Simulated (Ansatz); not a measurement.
# B2FH3Si: the cost of one run

The runs use Ansatz 0.2.0, Gaussian basis; the settings change from run to run.

### 1 The relaxed structure

An earlier PBE0-D4 in a triple-zeta def2 set relaxation fixed the geometry.

7 atoms, charge 0, spin multiplicity 1.

Atoms are counted from 1 here; the program's logs count them from 0.

Bond lengths: F1–B2 1.275 Å, B2–B3 1.536 Å, B2–Si4 2.454 Å, B3–Si4 1.858 Å, B3–H5 1.185 Å, Si4–H6 1.487 Å, Si4–H7 1.488 Å. Angles: F1–B2–B3 173.1°, F1–B2–Si4 124.0°, B3–B2–Si4 49.1°, B2–B3–Si4 92.1°, B2–B3–H5 137.5°, Si4–B3–H5 130.3°, B2–Si4–B3 38.7°, B2–Si4–H6 168.0°, B2–Si4–H7 82.2°, B3–Si4–H6 129.3°, B3–Si4–H7 120.9°, H6–Si4–H7 109.8°.

### 2 PBE-QIDH/aug-cc-pVTZ

This run has atoms shaken by 0.03 Å, density fitting with cc-pVTZ-jkfit.

Contents of in.yaml:

```yaml
crystal:
  periodic: [false, false, false]
  atoms:
    - {symbol: F, position_ang: [-0.510640, -2.411349, 0.102613]}
    - {symbol: B, position_ang: [0.262348, -1.371780, 0.116770]}
    - {symbol: B, position_ang: [1.018602, -0.130902, 0.146303]}
    - {symbol: Si, position_ang: [-0.496309, 0.944546, -0.106133]}
    - {symbol: H, position_ang: [2.223568, 0.188909, 0.347041]}
    - {symbol: H, position_ang: [-0.595047, 2.392139, -0.249123]}
    - {symbol: H, position_ang: [-1.757767, 0.286667, -0.309750]}
basis:
  gaussian: {orbitals: aug-cc-pVTZ, fitting: {mean_field: cc-pVTZ-jkfit}}
hamiltonian: {xc: {name: PBE-QIDH}}
output: {forces: true}
```

The run is started by

```
ansatz run in.yaml --threads 2 --pin off --events-out ev --progress --plain --max-ram 4352MiB
```

Q: Estimate wall time and peak memory on 2 threads of Arm Neoverse V1, shared host.

About 16 s, with a peak of 0.62 GiB.
